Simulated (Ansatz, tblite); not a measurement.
# C₁₆H₁₇O₃PS₃: a ladder of methods and basis sets

How do method and basis change the picture of C₁₆H₁₇O₃PS₃ (singlet)?

Program: Ansatz 0.2.0, Gaussian basis. Level of theory: as each input shows. These are calculated values, not measurements.

The runs, in order: GFN1-xTB, GFN2-xTB, PBE-D4/def2-TZVP, r2SCAN-D4/def2-TZVP, ωB97M-V/def2-TZVP, revPBE-D4/def2-TZVP, r2SCANh-D4/def2-TZVP, PBE+5HF/def2-SVP, PBE+10HF/def2-SVP, PBE+15HF/def2-SVP, PBE+35HF/def2-SVP, PBE+50HF/def2-SVP, PBE-D4/def2-SVP, PBE0-D4/def2-SVP, HF/STO-3G, HF/6-31G, B3LYP-D4/6-31G, MP2/def2-SVP, RPA/def2-SVP.

### 1 The relaxed structure

The geometry is that of the singlet, from an earlier relaxation (r2SCAN-D4/def2-SVP).

SMILES `O=P(O)(O)CCCCc1ccc(-c2ccc(-c3cccs3)s2)s1`, 40 atoms, charge 0, spin multiplicity 1.

Bond lengths: O1–P2 1.488 Å, P2–O3 1.631 Å, P2–O4 1.635 Å, P2–C5 1.802 Å, O3–H24 0.970 Å, O4–H25 0.970 Å, C5–C6 1.532 Å, C5–H26 1.105 Å, C5–H27 1.104 Å, C6–C7 1.526 Å, C6–H28 1.104 Å, C6–H29 1.104 Å, C7–C8 1.537 Å, C7–H30 1.106 Å, C7–H31 1.102 Å, C8–C9 1.496 Å, C8–H32 1.105 Å, C8–H33 1.104 Å and more. Angles: O1–P2–O3 114.4°, O1–P2–O4 112.8°, O1–P2–C5 118.3°, O3–P2–O4 104.4°, O3–P2–C5 101.6°, O4–P2–C5 103.7°, P2–O3–H24 109.7°, P2–O4–H25 108.6°, P2–C5–C6 117.4°, P2–C5–H26 106.0°, P2–C5–H27 104.5°, C6–C5–H26 111.4°, C6–C5–H27 110.4°, H26–C5–H27 106.5°, C5–C6–C7 114.9°, C5–C6–H28 109.0°, C5–C6–H29 107.7°, C7–C6–H28 109.4° and more.

PBE0-D4/def2-TZVP was run before; its log isn't repeated, and its numbers join the tables.

### 2 GFN1-xTB

Tight binding, by tblite at 300 K electronic temperature and without a spin-polarisation term:

```python
tblite.interface.Calculator('GFN1-xTB', numbers, positions, charge=0, uhf=0).singlepoint()
```

Energy -1931.0804 eV, HOMO -10.39 eV, LUMO -8.23 eV; 0.12 s.

### 3 GFN2-xTB

Tight binding, by tblite at 300 K electronic temperature and without a spin-polarisation term:

```python
tblite.interface.Calculator('GFN2-xTB', numbers, positions, charge=0, uhf=0).singlepoint()
```

Energy -1836.3623 eV, HOMO -9.75 eV, LUMO -7.65 eV; 0.091 s.

### 4 PBE-D4/def2-TZVP

start.molden holds the orbitals of an earlier run on this state, given as this run's starting guess.

in.yaml reads:

```yaml
crystal:
  periodic: [false, false, false]
  atoms:
    - {symbol: O, position_ang: [-6.556386, 0.761735, -3.149348]}
    - {symbol: P, position_ang: [-5.864847, 0.299263, -1.915042]}
    - {symbol: O, position_ang: [-6.627372, 0.694344, -0.527984]}
    - {symbol: O, position_ang: [-5.712373, -1.326932, -1.846214]}
    - {symbol: C, position_ang: [-4.196416, 0.899728, -1.593354]}
    - {symbol: C, position_ang: [-3.653801, 0.743003, -0.168827]}
    - {symbol: C, position_ang: [-3.505672, -0.699632, 0.307494]}
    - {symbol: C, position_ang: [-2.857932, -0.798604, 1.697393]}
    - {symbol: C, position_ang: [-1.486097, -0.206756, 1.780523]}
    - {symbol: C, position_ang: [-1.041589, 0.851662, 2.546115]}
    - {symbol: C, position_ang: [0.329710, 1.160792, 2.356172]}
    - {symbol: C, position_ang: [0.950395, 0.341221, 1.425495]}
    - {symbol: C, position_ang: [2.321988, 0.378009, 0.979050]}
    - {symbol: C, position_ang: [3.237121, 1.417011, 1.100473]}
    - {symbol: C, position_ang: [4.504399, 1.117297, 0.555970]}
    - {symbol: C, position_ang: [4.584605, -0.156170, 0.005695]}
    - {symbol: C, position_ang: [5.720098, -0.783710, -0.628383]}
    - {symbol: C, position_ang: [7.057451, -0.419000, -0.543592]}
    - {symbol: C, position_ang: [7.912531, -1.251600, -1.310924]}
    - {symbol: C, position_ang: [7.233421, -2.251573, -1.971477]}
    - {symbol: S, position_ang: [5.537956, -2.170191, -1.672781]}
    - {symbol: S, position_ang: [3.065167, -0.991904, 0.194981]}
    - {symbol: S, position_ang: [-0.191477, -0.818056, 0.789672]}
    - {symbol: H, position_ang: [-7.566611, 0.856907, -0.705457]}
    - {symbol: H, position_ang: [-6.245208, -1.718707, -2.555774]}
    - {symbol: H, position_ang: [-3.545199, 0.396070, -2.329920]}
    - {symbol: H, position_ang: [-4.226378, 1.965513, -1.879264]}
    - {symbol: H, position_ang: [-4.310183, 1.294171, 0.527719]}
    - {symbol: H, position_ang: [-2.668280, 1.239302, -0.128821]}
    - {symbol: H, position_ang: [-2.901494, -1.271815, -0.421669]}
    - {symbol: H, position_ang: [-4.488993, -1.196381, 0.340150]}
    - {symbol: H, position_ang: [-2.831850, -1.860142, 2.003502]}
    - {symbol: H, position_ang: [-3.488691, -0.277192, 2.438358]}
    - {symbol: H, position_ang: [-1.697116, 1.384541, 3.239483]}
    - {symbol: H, position_ang: [0.862505, 1.944803, 2.897892]}
    - {symbol: H, position_ang: [2.975626, 2.380263, 1.543528]}
    - {symbol: H, position_ang: [5.338108, 1.821937, 0.528156]}
    - {symbol: H, position_ang: [7.402894, 0.411767, 0.075574]}
    - {symbol: H, position_ang: [8.996162, -1.128014, -1.366528]}
    - {symbol: H, position_ang: [7.633803, -3.032956, -2.618035]}
basis:
  gaussian: {orbitals: def2-TZVP, fitting: {mean_field: def2-universal-jkfit}, initial_orbitals: start.molden}
hamiltonian: {xc: pbe, dispersion: d4}
scf: {omitted_lower_state_checks: [starts]}
output: {orbitals: {seedname: orbitals}}
```

On the command line:

```bash
ansatz run in.yaml --threads 2 --pin off --events-out ev --progress --plain --max-ram 32768MiB --backend cuda --devices 0, --max-vram 18GiB
```

After this run come: r2SCAN-D4/def2-TZVP; ωB97M-V/def2-TZVP; revPBE-D4/def2-TZVP; r2SCANh-D4/def2-TZVP; PBE+5HF/def2-SVP; PBE+10HF/def2-SVP; PBE+15HF/def2-SVP; PBE+35HF/def2-SVP; PBE+50HF/def2-SVP; PBE-D4/def2-SVP; PBE0-D4/def2-SVP; HF/STO-3G; HF/6-31G; B3LYP-D4/6-31G; MP2/def2-SVP; RPA/def2-SVP.

Q: Predict the results of all the runs planned. Wanted: gap in def2-TZVP, named functionals, smallest and largest; gap over the share of exact exchange; correlation energy, MP2/def2-SVP; binding an atom, functionals in def2-TZVP; PBE0 total energy, smallest basis above largest.

The runs gave:

```
                                                 quantity                                  value
gap in def2-TZVP, named functionals, smallest and largest    2.25 eV (PBE-D4), 7.33 eV (ωB97M-V)
                     gap over the share of exact exchange           2.31 eV at 0, 5.29 eV at 0.5
                         correlation energy, MP2/def2-SVP                              -87.42 eV
                binding an atom, functionals in def2-TZVP  4.72 (r2SCANh-D4) to 4.91 eV (PBE-D4)
          PBE0 total energy, smallest basis above largest         40.54 eV (def2-SVP, def2-TZVP)
```

**Reading.** Orbital gaps of the named functionals in def2-TZVP span 2.25 eV (PBE-D4) to 7.33 eV (ωB97M-V); exact exchange widens it. Raising the share of exact exchange from 0 to 0.5 moves the HOMO by -1.75 eV and the LUMO by +1.23 eV.
